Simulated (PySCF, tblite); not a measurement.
# C6H9F3Si: geometry, infrared bands and NMR shifts

Wanted: the infrared bands and NMR shifts of C6H9F3Si (`C#CC[C@](F)([SiH2]C)C(F)F`), by calculation.

The runs use tblite 0.8.0 and PySCF 2.14.0, with density-fitted response routines of our own; the level of theory stands in each step. All values are computed, except where a source is named. Atoms are numbered from 0 throughout.

**1. The starting structure**

19 atoms, charge 0, multiplicity 1; geometry from: force field or distance geometry start.

Bonds of the start (Å): C0–C1 1.22, C1–C2 1.46, C2–C3 1.51, C3–F4 1.40, C3–Si5 1.87, Si5–C6 1.85, C3–C7 1.52, C7–F8 1.39, C7–F9 1.40, C0–H10 1.06, C2–H11 1.12, C2–H12 1.10, Si5–H13 1.48, Si5–H14 1.47, C6–H15 1.11, C6–H16 1.11, C6–H17 1.11, C7–H18 1.09.

**2. Relaxing the molecule with GFN2-xTB**

The job: settings as JSON, then the geometry in Å.

```
{"job": {"kind": "relax", "xc": "GFN2-xTB", "basis": "xTB"}, "charge": 0, "multiplicity": 1}
C      3.646000    -0.507800     0.007100
C      2.511300    -0.514400    -0.441300
C      1.153700    -0.561100    -0.975300
C      0.229200    -0.047400     0.101100
F      0.276000    -0.818800     1.266200
Si    -1.480900    -0.020900    -0.649800
C     -2.798800    -0.603000     0.518200
C      0.621500     1.394500     0.366700
F     -0.168500     1.953900     1.359500
F      0.346800     2.096600    -0.812900
H      4.632500    -0.477500     0.405700
H      0.833000    -1.599700    -1.241100
H      1.081300     0.045800    -1.891900
H     -1.471800    -0.951500    -1.800200
H     -1.788100     1.350200    -1.097000
H     -3.501300    -1.231000    -0.064500
H     -2.432200    -1.238500     1.344500
H     -3.371000     0.212100     1.001600
H      1.671400     1.527900     0.611200
```

Launch:

```console
$ OMP_NUM_THREADS=1 python probes_run.py task.json out
```

The driver reads the jobs from task.json and runs them one after another.

**Question.** This job is followed by: GFN2-xTB harmonic vibrations, gas phase; GIAO PBE0/pcSseg-1 NMR shielding, non-relativistic, gas phase. What will the session give for the following? strongest single infrared mode (GFN2-xTB); zero-point energy (GFN2-xTB); 13C shifts against TMS (PBE0/pcSseg-1); 1H shifts against TMS (PBE0/pcSseg-1, means over atoms taken as alike); 19F shifts against CFCl3 (PBE0/pcSseg-1); 29Si shifts against TMS (PBE0/pcSseg-1).

**Answer**, as computed:

| quantity | value |
| --- | --- |
| strongest single infrared mode (GFN2-xTB) | 2234 cm⁻¹, 336 km/mol |
| zero-point energy (GFN2-xTB) | 81.5 kcal/mol |
| 13C shifts against TMS (PBE0/pcSseg-1) | 124.8, 95.5, 83.2, 78.7, 27.3, -8.3 ppm |
| 1H shifts against TMS (PBE0/pcSseg-1, means over atoms taken as alike) | 6.75, 4.35, 3.88, 2.90, 2.64, 1.54, 0.49 ppm |
| 19F shifts against CFCl3 (PBE0/pcSseg-1) | -148.2, -148.4, -224.6 ppm |
| 29Si shifts against TMS (PBE0/pcSseg-1) | -36.6 ppm |

**Reading.** Over 132 steps the energy fell by 0.565 eV; of the close pairs, C3–Si5 changed most, 1.868 to 1.943 Å. No mode is imaginary among the 51: a minimum at this level. The strongest single mode, at 2234 cm⁻¹, moves mainly H13. Unscaled tight-binding wavenumbers are off by several per cent, some by more. Its intensities can rank the bands wrongly. The most deshielded hydrogen is H18 (hydrogen on an sp3 CH bonded to 2 F), at 6.75 ppm: its carbon carries F, hence the downfield position. At PBE0/pcSseg-1: Shielding is most anisotropic at C1 (span 286 ppm, paramagnetic term -156 ppm).
